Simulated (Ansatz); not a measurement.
# ZnS (Wurtzite-4H): the cost of one run

Method: DFT, PBE, plane-wave PAW, default files, scalar-relativistic, as far as a step names no other, in Ansatz 0.2.0.

## 1. The structure to begin with

The structure is hexagonal, space group P6_3mc (No. 186). Conventional cell: a = 3.823 Å, b = 3.823 Å, c = 12.520 Å, α = 90.00°, β = 90.00°, γ = 120.00°. Around Zn (site symmetry 3m) lie 4 S at 2.34 to 2.35 Å. S (site symmetry 3m) has 4 Zn at 2.34 to 2.35 Å as nearest neighbours.

As a file:

```
CELL_PARAMETERS angstrom
3.82270 0.00000 0.00000
-1.91135 3.31056 0.00000
0.00000 0.00000 12.52000
ATOMIC_POSITIONS crystal
Zn 0.00000 0.00000 0.00004
Zn 0.00000 0.00000 0.50004
Zn 0.33333 0.66667 0.25004
Zn 0.66667 0.33333 0.75004
S 0.00000 0.00000 0.18734
S 0.00000 0.00000 0.68734
S 0.33333 0.66667 0.43759
S 0.66667 0.33333 0.93759
```

The earlier run gave: gap on the mesh 2.13 eV, largest force 0.019 eV/Å, pressure 1.3 GPa.

The printed gradients, by site:

| site | atoms | first shell | V_zz (10²¹ V/m²) | η | C_Q (MHz) |
| --- | --- | --- | --- | --- | --- |
| Zn1 | 1, 2 | 4 S at 2.34–2.35 Å | 0.16 | 0.00 | 0.469 (⁶⁷Zn) |
| Zn3 | 3, 4 | 4 S at 2.34–2.35 Å | <0.01 | – | ≈0 (⁶⁷Zn) |
| S5 | 5, 6 | 4 Zn at 2.34–2.35 Å | 0.15 | 0.00 | -0.253 (³³S) |
| S7 | 7, 8 | 4 Zn at 2.34–2.35 Å | 0.23 | 0.00 | -0.378 (³³S) |

V_zz is the principal component of the electric field gradient with the largest magnitude, η = (V_xx − V_yy)/V_zz and C_Q = eQV_zz/h. Q values from Pyykkö, Mol. Phys. 116, 1328 (2018).

## 2. Trying other settings (scf.occupations.method = gaussian, scf.occupations.width = 0.025, scf.mixing.preconditioner = kerker_dos)

input.yaml

```yaml
crystal:
  lattice:
    - [3.8227, 0.0, 0.0]
    - [-1.91135, 3.310555311, 0.0]
    - [0.0, 0.0, 12.52]
  atoms:
    - { symbol: Zn, position: [0.0, 0.0, 3.6743e-05] }
    - { symbol: Zn, position: [0.0, 0.0, 0.500036743] }
    - { symbol: Zn, position: [0.3333333333, 0.6666666667, 0.2500350258] }
    - { symbol: Zn, position: [0.6666666667, 0.3333333333, 0.7500350258] }
    - { symbol: S, position: [0.0, 0.0, 0.1873400115] }
    - { symbol: S, position: [0.0, 0.0, 0.6873400115] }
    - { symbol: S, position: [0.3333333333, 0.6666666667, 0.4375882198] }
    - { symbol: S, position: [0.6666666667, 0.3333333333, 0.9375882198] }
kpoints:
  mp_grid: { grid: [6, 6, 2] }
scf:
  occupations: { method: gaussian, width: 0.025 }
  mixing: { preconditioner: kerker_dos }
hamiltonian:
  xc: pbe
  pseudopotentials: { kind: paw }
output:
  forces: true
  stress: true
  populations: true
  efg:
    quadrupole_moments_barn: { Zn: 0.122, S: -0.0694 }
    contact_densities: true
```

Command:

```bash
ansatz run input.yaml --threads 1 --pin off --max-ram 3072MiB --backend cpu --events-out ev --progress --plain --runs-dir out
```

Q: Estimate wall time and peak memory on 1 thread of an x86-64 CPU, shared host.

About 10 s, with a peak of 0.54 GiB.
